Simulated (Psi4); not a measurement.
# Si2H3ClO2 (SMILES O=[SiH2].O[Si]Cl): wB97X-D/STO-3G (density fitting, counterpoise (cp, nocp), fragments set)

We compute the interaction energy of Si2H3ClO2. 

The calculation is run with Psi4 1.11.

4 further runs of the same task are left out: 4 set aside as unsound or not needed.

## 1. The structure to begin with

Si2H3ClO2 has 8 atoms, charge 0, and is taken as a singlet. SMILES: `O=[SiH2].O[Si]Cl`. The shape is that of a GFN2-xTB optimisation. This is one conformer, not always the lowest.

Bond lengths: O1–Si2 1.512 Å, O5–Si6 1.628 Å, Si6–Cl7 2.060 Å, Si2–H3 1.457 Å, Si2–H4 1.457 Å, O5–H8 0.965 Å. Angles: O5–Si6–Cl7 101.5°, O1–Si2–H3 124.4°, O1–Si2–H4 124.2°, Si6–O5–H8 126.4°, H3–Si2–H4 110.4°.

## 2. The interaction energy at wB97X-D/STO-3G (density fitting, counterpoise (cp, nocp), fragments set)

calc.dat reads:

```
memory 1.6 GB

molecule m {
  0 1
  O     -0.453560     0.972170     2.109420
  Si    -0.460600     1.402970     0.660570
  H     -1.641310     1.397640    -0.193470
  H      0.633360     2.112350     0.011260
  --
  0 1
  O      0.753180    -2.145260    -0.893370
  Si     0.886360    -2.751600    -2.398890
  Cl     1.448380    -4.694430    -2.010150
  H      0.901520    -2.623550    -0.068650
  symmetry c1
  no_reorient
  no_com
}

set reference rks

e, wfn = energy('wb97x-d/STO-3G', bsse_type=['cp', 'nocp'], return_wfn=True)
print_variables()
```

Command:

```sh
psi4 -n 1 calc.dat calc.out
```

What values should one expect? Wanted: interaction energy.

**Answer.** As computed:

At wB97X-D/STO-3G (density fitting, counterpoise (cp, nocp), fragments set):

| quantity | value |
| --- | --- |
| interaction energy | -3.14 kJ/mol |
